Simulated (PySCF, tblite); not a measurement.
# C₇H₅F₅O: geometry, infrared bands, NMR shifts, spin-spin couplings and electronic excitations

What infrared bands, NMR shifts, spin-spin couplings and electronic excitations should C₇H₅F₅O (`FC(F)(F)C(F)(F)C1C=COC=C1`) show?

The runs use tblite 0.8.0 and PySCF 2.14.0, with density-fitted response routines of our own; the level of theory stands in each step. All values are computed, except where a source is named. Atoms count from 0, in the outputs and in this text.

## (1) The molecule as given

18 atoms, charge 0, multiplicity 1; geometry from: force field or distance geometry start.

Bonds of the start (Å): F0–C1 1.35, C1–F2 1.35, C1–F3 1.36, C1–C4 1.52, C4–F5 1.37, C4–F6 1.38, C4–C7 1.55, C7–C8 1.51, C8–C9 1.34, C9–O10 1.37, O10–C11 1.38, C11–C12 1.33, C12–C7 1.51, C7–H13 1.11, C8–H14 1.10, C9–H15 1.08, C11–H16 1.08, C12–H17 1.09.

## (2) Geometry optimisation with GFN2-xTB

What the job is given:

```
{"job": {"kind": "relax", "xc": "GFN2-xTB", "basis": "xTB"}, "charge": 0, "multiplicity": 1}
F     -3.254200    -0.569700     0.493600
C     -1.958400    -0.199800     0.518100
F     -1.922600     1.143500     0.621700
F     -1.450500    -0.684800     1.678300
C     -1.209700    -0.726000    -0.696000
F     -1.333200    -2.088800    -0.782900
F     -1.807600    -0.253200    -1.848000
C      0.296800    -0.367200    -0.768800
C      0.552800     1.114200    -0.873900
C      1.332700     1.750200     0.006400
O      1.982200     1.126200     1.043300
C      1.854700    -0.241900     1.159400
C      1.094800    -0.988100     0.358600
H      0.678400    -0.812800    -1.706800
H      0.074500     1.680800    -1.680700
H      1.550900     2.812200    -0.003000
H      2.453700    -0.616700     1.980600
H      1.056200    -2.071900     0.488500
```

On the command line:

```
$ OMP_NUM_THREADS=2 python probes_run.py task.json out
```

The driver reads the jobs from task.json and runs them one after another.

**Question.** This job is followed by: GFN2-xTB harmonic vibrations, gas phase; PBE0-D3(BJ)/def2-SVP geometry optimisation, gas phase; GIAO PBE0/pcSseg-1 NMR shielding, non-relativistic, gas phase; B3LYP/pcJ-1 indirect spin-spin coupling, non-relativistic, gas phase; TDDFT wB97X-D/def2-SVPD, vertical, gas phase, core orbitals frozen in the response; GIAO wB97X-D/pcSseg-2 NMR shielding, non-relativistic, gas phase. What will the session give for the following? strongest single infrared mode (GFN2-xTB); zero-point energy (GFN2-xTB); rotational constants (main isotopes); ¹³C shifts against TMS (PBE0/pcSseg-1, means over atoms taken as alike); ¹H shifts against TMS (PBE0/pcSseg-1, means over atoms taken as alike); ¹⁹F shifts against CFCl3 (PBE0/pcSseg-1, means over atoms taken as alike); ¹⁷O shifts against H2O (PBE0/pcSseg-1); largest coupling of the table (B3LYP/pcJ-1); lowest singlet (wB97X-D/def2-SVPD); brightest single state of those computed; lowest triplet; range of the shift of O10.

The runs gave:

```
                                                                 quantity                                            value
                                strongest single infrared mode (GFN2-xTB)                            1105 cm⁻¹, 363 km/mol
                                             zero-point energy (GFN2-xTB)                                    69.4 kcal/mol
                                     rotational constants (main isotopes)                             1.35, 0.64, 0.62 GHz
  ¹³C shifts against TMS (PBE0/pcSseg-1, means over atoms taken as alike)             150.2, 124.8, 116.3, 102.4, 40.0 ppm
   ¹H shifts against TMS (PBE0/pcSseg-1, means over atoms taken as alike)                             6.47, 4.83, 3.76 ppm
¹⁹F shifts against CFCl3 (PBE0/pcSseg-1, means over atoms taken as alike)                                -89.1, -137.5 ppm
                                   ¹⁷O shifts against H2O (PBE0/pcSseg-1)                                        178.1 ppm
                              largest coupling of the table (B3LYP/pcJ-1)  ¹J(F,C) F0–C1, -357.2 Hz (mean over like pairs)
                                       lowest singlet (wB97X-D/def2-SVPD)                      5.22 eV (238 nm), f = 0.015
                                 brightest single state of those computed                      state 7, 7.92 eV, f = 0.498
                                                           lowest triplet                                          3.88 eV
                                                range of the shift of O10                               164.8 to 178.1 ppm
```

**Reading.** No mode is imaginary among the 48: a minimum at this level. The strongest single mode, at 1105 cm⁻¹, moves mainly C1. GFN2-xTB is a fitted tight-binding method: band positions and strengths are rough. Its intensities can rank the bands wrongly. The start of the PBE0/def2-SVP relaxation was shaken at random by about 0.01 Å, so part of the energy gained, and of the first lengths quoted, undoes that. The optimisation took 6 steps and gained 0.157 eV; among the close pairs (by a distance rule), C4–C7 changed most, from 1.564 to 1.532 Å (PBE0/def2-SVP). No frequency check was run at this level, so the end point may be a saddle. The most deshielded carbon is C9, C11 (mean) (alkene carbon bearing oxygen), at 150.2 ppm: an sp2 carbon further deshielded by the attached heteroatom. H15, H16 (mean) (hydrogen on an alkene carbon bearing oxygen) lies farthest downfield among hydrogen, at 6.47 ppm; attached to an sp2 carbon and in the plane of the double bond. At PBE0/pcSseg-1: The largest span, 309 ppm, is at O10, where the paramagnetic term is -238 ppm. Of the pairs tabulated at B3LYP/pcJ-1, F0–C1 (mean over like pairs) couples most strongly (-357.2 Hz; Fermi contact -329.6 Hz). Couplings across rotatable bonds belong to this one conformer; where others are populated, the observed values are averages. Density functionals describe couplings to fluorine poorly, F–F couplings above all, so those rows are rough. The lowest singlet, at 5.22 eV, is HOMO→LUMO 0.99 and is weak; of the 10 states computed, the strongest absorption comes from state 7 at 7.92 eV. The lowest triplet lies 1.34 eV below the lowest singlet (triplets in Tamm-Dancoff, singlets in full TDDFT). In ppm, O10 moves most: its shift spreads over 13.3 ppm, from 164.8 (wB97X-D/pcSseg-2) to 178.1 (PBE0/pcSseg-1). Part of that comes from the computed reference. These values are for one conformer; the search (at its own cheap level) found 2 more, at 0.51, 0.52 kcal/mol, and measured spectra average over such forms.
